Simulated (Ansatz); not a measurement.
I need a band structure of Ta₂O₅, space group P2/m. Use the Ansatz DFT code, driven from Python. Settings: PBEsol, PAW, the default cutoff (420 eV here), 6×6×4 k-points, Fermi-Dirac smearing of 0.05 eV.

The script reads `POSCAR`:
```text
Ta2O5
1.0
   3.84140801    0.00000000    0.00000000
   0.00000000    3.86271575    0.00000000
  -1.81894214    0.00000000    6.52895942
Ta O
2 5
Direct
   0.64953073    0.00000000    0.79131453
   0.35046927    0.00000000    0.20868547
   0.66212430    0.50000000    0.79832929
   0.33787570    0.50000000    0.20167071
   0.18976057    0.00000000    0.87062125
   0.81023943    0.00000000    0.12937875
   0.50000000    0.00000000    0.50000000
```

The script, `bands_ta2o5.py`:
```python
"""Band structure of Ta2O5."""

import ansatz as az
from ase.io import read
import numpy as np

atoms = read("POSCAR", format="vasp")
structure = az.Crystal.from_ase(atoms)

# vertices of the path, as fractions of the reciprocal vectors
path = [
    ("G", (0.0, 0.0, 0.0)),
    ("Z", (0.0, 0.5, 0.0)),
    ("D", (0.0, 0.5, 0.5)),
    ("B", (0.0, 0.0, 0.5)),
    ("G", (0.0, 0.0, 0.0)),
    ("A", (-0.5, 0.0, 0.5)),
    ("E", (-0.5, 0.5, 0.5)),
]
model = (
    structure.calculation()
    .functional(az.Functional.PBESOL)
    .kpoints(6, 6, 4)
    .occupations("fermi_dirac", width=0.05)
    .scf(tolerance=1e-10)
    .band_structure([point for _, point in path], intervals=10)
    .scf(extra_bands=8)
    .band_table()
)
session = model.session()
planned = session.plan(threads=1)
result = planned.execute()
rep = result.report

energy = rep["free_energy_ev"]
print("F of the Ta2O5 cell: {:.6f} eV = {:.6f} Ry = {:.6f} Ha".format(energy, energy / 13.605693, energy / 27.211386))
print("Fermi level {:.4f} eV, {} k-points, {} symmetry operations".format(rep["fermi_energy_ev"], rep["n_kpoints"], rep["n_symmetry_ops"]))

edges = rep.get("band_edges_ev")
if edges:
    print(f"band edges on the mesh: {edges[0]:.3f} and {edges[1]:.3f} eV, gap {edges[1] - edges[0]:.3f} eV")
else:
    print("no band edges reported (a metal, or a gap too narrow for this smearing); Fermi level", round(rep["fermi_energy_ev"], 3), "eV")

bands = result.band_structure()
fermi = bands.fermi_energy_ev
print(f"zero of the bands: {fermi:.3f} eV, the Fermi level found on the SCF mesh")
for spin, channel in enumerate(bands.channels):
    levels = channel.eigenvalues_ev - fermi
    crossing = [b for b in range(levels.shape[1]) if levels[:, b].min() < 0 < levels[:, b].max()]
    print(f"channel {spin}: bands that cross the Fermi level on this path:", [b + 1 for b in crossing] or "none")
    shown = crossing or sorted(np.argsort(np.abs(levels).min(axis=0))[:2])
    for k, row in zip(bands.kpoints_frac, levels[:, shown]):
        print(f"{k[0]:7.3f} {k[1]:7.3f} {k[2]:7.3f}  ", " ".join(f"{e:8.3f}" for e in row))
```

Output of `python bands_ta2o5.py`:
```text
DeckWarning: basis.ecutwfc = 420 eV, auto-derived from the records' recommended cutoffs: set by Ta (normal level)
F of the Ta2O5 cell: -22424.560879 eV = -1648.174840 Ry = -824.087420 Ha
Fermi level 8.0683 eV, 56 k-points, 4 symmetry operations
band edges on the mesh: 6.972 and 9.150 eV, gap 2.178 eV
zero of the bands: 8.068 eV, the Fermi level found on the SCF mesh
channel 0: bands that cross the Fermi level on this path: none
  0.000   0.000   0.000     -1.711    1.122
  0.000   0.050   0.000     -1.765    1.218
  0.000   0.100   0.000     -1.917    1.482
  0.000   0.150   0.000     -2.127    1.862
  0.000   0.200   0.000     -1.930    2.300
  0.000   0.250   0.000     -1.755    2.732
  0.000   0.300   0.000     -1.619    3.044
  0.000   0.350   0.000     -1.522    3.159
  0.000   0.400   0.000     -1.458    3.198
  0.000   0.450   0.000     -1.423    3.214
  0.000   0.500   0.000     -1.412    3.219
  0.000   0.500   0.050     -1.412    3.215
  0.000   0.500   0.100     -1.413    3.203
  0.000   0.500   0.150     -1.414    3.184
  0.000   0.500   0.200     -1.416    3.160
  0.000   0.500   0.250     -1.419    3.133
  0.000   0.500   0.300     -1.423    3.106
  0.000   0.500   0.350     -1.426    3.081
  0.000   0.500   0.400     -1.429    3.061
  0.000   0.500   0.450     -1.432    3.048
  0.000   0.500   0.500     -1.433    3.044
  0.000   0.450   0.500     -1.436    3.041
  0.000   0.400   0.500     -1.449    3.032
  0.000   0.350   0.500     -1.474    3.015
  0.000   0.300   0.500     -1.518    2.979
  0.000   0.250   0.500     -1.586    2.809
  0.000   0.200   0.500     -1.682    2.326
  0.000   0.150   0.500     -1.802    1.863
  0.000   0.100   0.500     -1.920    1.464
  0.000   0.050   0.500     -1.928    1.184
  0.000   0.000   0.500     -1.886    1.082
  0.000   0.000   0.450     -1.880    1.083
  0.000   0.000   0.400     -1.854    1.086
  0.000   0.000   0.350     -1.825    1.090
  0.000   0.000   0.300     -1.797    1.095
  0.000   0.000   0.250     -1.772    1.101
  0.000   0.000   0.200     -1.751    1.107
  0.000   0.000   0.150     -1.734    1.113
  0.000   0.000   0.100     -1.721    1.118
  0.000   0.000   0.050     -1.714    1.121
  0.000   0.000   0.000     -1.711    1.122
 -0.050   0.000   0.050     -1.731    1.197
 -0.100   0.000   0.100     -1.782    1.403
 -0.150   0.000   0.150     -1.823    1.581
 -0.200   0.000   0.200     -1.820    1.550
 -0.250   0.000   0.250     -1.810    1.512
 -0.300   0.000   0.300     -1.812    1.477
 -0.350   0.000   0.350     -1.823    1.447
 -0.400   0.000   0.400     -1.839    1.425
 -0.450   0.000   0.450     -1.851    1.411
 -0.500   0.000   0.500     -1.856    1.407
 -0.500   0.050   0.500     -1.902    1.497
 -0.500   0.100   0.500     -1.910    1.746
 -0.500   0.150   0.500     -1.849    1.994
 -0.500   0.200   0.500     -1.802    2.005
 -0.500   0.250   0.500     -1.639    2.016
 -0.500   0.300   0.500     -1.438    2.028
 -0.500   0.350   0.500     -1.284    2.039
 -0.500   0.400   0.500     -1.178    2.048
 -0.500   0.450   0.500     -1.116    2.054
 -0.500   0.500   0.500     -1.096    2.056
```
(Warnings from the package without file and line.)

Absolute energies stand on the zero of these potentials, so only differences at equal settings mean something. A total without «per atom» is that of the cell as typed. Spin is left out of this run. Semilocal gaps usually lie well under measured ones. The computed bands are complete only to about 5.5 eV above the Fermi level. An absolute Fermi energy rests on an arbitrary zero of the periodic potential and has no direct meaning. In a crystal with a gap the Fermi level's place inside it depends on smearing and mesh. This cell is a computed structure, which may not be the phase found in nature. Gaps and levels are Kohn-Sham values on a finite set of k-points, without spin-orbit coupling. Processor time in the engine: 12 s on 1 thread of Intel(R) Xeon(R) Processor @ 2.30GHz, on a shared host, peak memory 0.65 GiB.
